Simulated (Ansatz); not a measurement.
The system is TaV.

```
CELL_PARAMETERS angstrom
1.60670 -2.30777 0.00000
1.60670 2.30777 0.00000
0.00000 0.00000 4.34136
ATOMIC_POSITIONS crystal
Ta 0.00000 0.00000 0.00000
V 0.50000 0.50000 0.50000
```

The cell comes from a database or a generator and needn't be the stable form of this composition.

* Program: Ansatz 0.2.0
* Task: single point
* Functional: PBE
* Potentials or basis: Ansatz PAW
* Cutoff: 420 eV (not typed: the program's choice for these potentials)
* k mesh: 10 × 10 × 6
* Occupations: fermi-dirac, width 0.05 eV
* Spin: collinear spin, ferromagnetic start
* Starting moments: [0.0, 2.0] μB

On this cell: pressure 0.0 GPa; largest force under 0.003 eV/Å; net moment 0.00 μB per cell; band gap on the k mesh none (metal or under the smearing width).

The same run follows on a disturbed copy (atoms moved at random, drawn with an rms of 0.05 Å):

```
Ta V
1.0
     1.60670   -2.30777    0.00000
     1.60670    2.30777    0.00000
     0.00000    0.00000    4.34136
Ta V
1 1
Direct
  0.00647 0.00891 0.00114
  0.50337 0.49691 0.49594
```

Q: What changes?

A: The energy (extrapolated to zero smearing) moves by +1.7 meV/atom; pressure 0.0 GPa; largest force 0.200 eV/Å; net moment 0.00 μB per cell; band gap on the k mesh none (metal or under the smearing width).

Forces on the atoms (eV/Å):
```
Ta  -0.173 -0.046 -0.089
V    0.173  0.046  0.089
```

Stress tensor (GPa, compression positive):
```
 0.48 -0.04  0.06
-0.04 -0.57  0.01
 0.06  0.01  0.18
```

Caveats: the starting moments weren't kept.
